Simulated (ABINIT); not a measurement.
The system is TbO.

```
CELL_PARAMETERS angstrom
2.78384 0.00000 0.00000
0.00000 2.78384 0.00000
0.00000 0.00000 2.78384
ATOMIC_POSITIONS crystal
Tb 0.00000 0.00000 0.00000
O 0.50000 0.50000 0.50000
```

The cell comes from a database or a generator and needn't be the stable form of this composition.

Base run:

- Program: ABINIT 10.8.3 (patched build)
- Functional: r2SCAN
- Potentials or basis: JTH PAW PBE v2.0
- Cutoff: 653 eV
- k mesh: 7 × 7 × 7
- Occupations: gaussian, width 0.05 eV
- Spin: no spin polarisation
- Hubbard terms: Tb f U = 3 eV

Its results: band gap on the k mesh none (metal or under the smearing width); pressure 44.9 GPa.

**Question.** The run is repeated on the same cell with these changes: spin from no spin polarisation to collinear spin, ferromagnetic start; hubbard terms from Tb f U = 3 eV to Tb f U = 2 eV. What comes out?

**Answer.** Band gap on the k mesh none (metal or under the smearing width); pressure 52.8 GPa; net moment 6.22 μB per cell; site moments Tb +6.16; O -0.02 μB.

Several settings changed at once, so the effect can't be laid on one alone.

Caveats: a pressure of tens of GPa on the cell as given is suspect, and the run, the potentials or the cell itself is likely at fault; the PAW data sets were made with another functional, which shifts forces and pressure a little; an odd number of electrons without spin polarisation forces a metal (some runs); a magnetic or distorted state may lie lower (some runs); U without spin polarisation on a metal has little footing (some runs); the magnetic or orbital state may not be the lowest (some runs).
